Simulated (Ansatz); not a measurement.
# C22H12 (bghi): the cost of one run

Program: Ansatz 0.2.0. Level of theory: DFT custom functional, Gaussian basis def2-SVP, and further levels as typed in the inputs. These are calculated values, not measurements.

1 further run of the same task is left out (it didn't finish).

## 1. The system as given

Bond lengths (14 of 39 bonds, heavy atoms first): C1–C2 1.416 Å, C2–C3 1.406 Å, C3–C4 1.407 Å, C4–C5 1.367 Å, C5–C6 1.389 Å, C6–C7 1.409 Å, C7–C8 1.377 Å, C8–C9 1.377 Å, C9–C10 1.406 Å, C10–C11 1.419 Å, C11–C12 1.377 Å, C12–C13 1.394 Å, C13–C14 1.379 Å, C14–C15 1.398 Å. Angles (14 of 66 angles, heavy atoms first): C1–C2–C3 118.6°, C2–C1–C18 121.0°, C2–C3–C4 119.4°, C2–C3–C19 120.7°, C4–C3–C19 119.9°, C3–C4–C5 119.8°, C4–C5–C6 122.4°, C5–C6–C7 121.9°, C5–C6–C20 118.3°, C7–C6–C20 119.8°, C6–C7–C8 120.1°, C7–C8–C9 121.8°, C8–C9–C10 120.9°, C8–C9–C21 120.4°.

As a file:

```xyz
34

C    -2.1911    3.2763   -0.3061
C    -3.1482    2.2321   -0.2977
C    -2.6965    0.9044   -0.1942
C    -3.6347   -0.1440   -0.1725
C    -3.2059   -1.4393   -0.0814
C    -1.8594   -1.7738   -0.0083
C    -1.4281   -3.1108    0.0952
C    -0.0853   -3.3973    0.1983
C     0.8715   -2.4065    0.1930
C     2.2389   -2.7217    0.2736
C     3.2084   -1.6859    0.2543
C     2.8176   -0.3698    0.1441
C     3.7912    0.6270    0.1717
C     3.4324    1.9548    0.0696
C     2.0812    2.2986   -0.0333
C     1.0451    1.3377   -0.0240
C    -0.3691    1.6659   -0.1058
C    -0.8364    3.0025   -0.2083
C    -1.2915    0.6112   -0.0961
C    -0.9121   -0.7336   -0.0230
C     0.4901   -1.0308    0.0843
C     1.4665   -0.0196    0.0777
H    -2.5467    4.2908   -0.3807
H    -4.1697    2.4595   -0.3541
H    -4.6966    0.0977   -0.2444
H    -3.9591   -2.2365   -0.0724
H    -2.1788   -3.8950    0.1029
H     0.2131   -4.4504    0.2641
H     2.5677   -3.7372    0.3534
H     4.2418   -2.0115    0.3280
H     4.8499    0.3793    0.2207
H     4.1985    2.7412    0.0562
H     1.8648    3.3670   -0.1043
H    -0.1500    3.8523   -0.2474
```

## 2. Relaxing the atoms: C22H12 (bghi), charge +1

input.yaml reads:

```yaml
crystal:
  periodic: [false, false, false]
  atoms:
    - { symbol: C, position_ang: [-2.19105372, 3.2762751, -0.30606503] }
    - { symbol: C, position_ang: [-3.14815493, 2.23214612, -0.29766759] }
    - { symbol: C, position_ang: [-2.69648741, 0.90441999, -0.19424818] }
    - { symbol: C, position_ang: [-3.63473218, -0.14395865, -0.17250378] }
    - { symbol: C, position_ang: [-3.20588682, -1.43925427, -0.08144966] }
    - { symbol: C, position_ang: [-1.85935677, -1.7738036, -0.00831477] }
    - { symbol: C, position_ang: [-1.42814633, -3.11083068, 0.09517953] }
    - { symbol: C, position_ang: [-0.0852565, -3.39728852, 0.19826716] }
    - { symbol: C, position_ang: [0.87150215, -2.40648993, 0.19296245] }
    - { symbol: C, position_ang: [2.23890487, -2.72169836, 0.27362969] }
    - { symbol: C, position_ang: [3.20841056, -1.68587889, 0.25433877] }
    - { symbol: C, position_ang: [2.81760583, -0.36983766, 0.14409917] }
    - { symbol: C, position_ang: [3.79121208, 0.62701124, 0.17174978] }
    - { symbol: C, position_ang: [3.43235086, 1.95479715, 0.06960675] }
    - { symbol: C, position_ang: [2.08119729, 2.29860859, -0.0333065] }
    - { symbol: C, position_ang: [1.04506406, 1.33766118, -0.02397286] }
    - { symbol: C, position_ang: [-0.36914258, 1.66593238, -0.10582817] }
    - { symbol: C, position_ang: [-0.83641202, 3.00254187, -0.20834609] }
    - { symbol: C, position_ang: [-1.29154457, 0.61116699, -0.09609167] }
    - { symbol: C, position_ang: [-0.9120889, -0.73355885, -0.02298472] }
    - { symbol: C, position_ang: [0.49011148, -1.03075262, 0.08426585] }
    - { symbol: C, position_ang: [1.46653645, -0.01958728, 0.07770617] }
    - { symbol: H, position_ang: [-2.54669054, 4.29082805, -0.38073053] }
    - { symbol: H, position_ang: [-4.16974022, 2.45948069, -0.35407662] }
    - { symbol: H, position_ang: [-4.69658507, 0.09770627, -0.24435212] }
    - { symbol: H, position_ang: [-3.95909784, -2.23647837, -0.07241913] }
    - { symbol: H, position_ang: [-2.17882764, -3.89499337, 0.10293331] }
    - { symbol: H, position_ang: [0.21312563, -4.45043923, 0.26411088] }
    - { symbol: H, position_ang: [2.56765063, -3.73716118, 0.35337896] }
    - { symbol: H, position_ang: [4.24176343, -2.01151738, 0.32796159] }
    - { symbol: H, position_ang: [4.84994921, 0.37932583, 0.22071004] }
    - { symbol: H, position_ang: [4.19849295, 2.74116292, 0.05615546] }
    - { symbol: H, position_ang: [1.86481072, 3.36703563, -0.10433206] }
    - { symbol: H, position_ang: [-0.15004851, 3.85225286, -0.24741537] }
magnetization:
  spin_polarized: true
  initial_magnetization: 1
total_charge: 1
basis:
  gaussian: { orbitals: def2-SVP }
hamiltonian:
  xc: { name: B3LYP }
relax:
  f_tol: 0.015
  max_steps: 80
output:
  orbitals: {}
```

Command:

```console
> ansatz run input.yaml --threads 8 --pin off --max-ram 20480MiB --backend cpu --events-out ev --progress --plain --runs-dir out
```

**Question.** How long does this run take on 8 threads of Arm Neoverse V1, shared host, and how much memory does it need?

About 4.5 min, with a peak of 4.3 GiB.
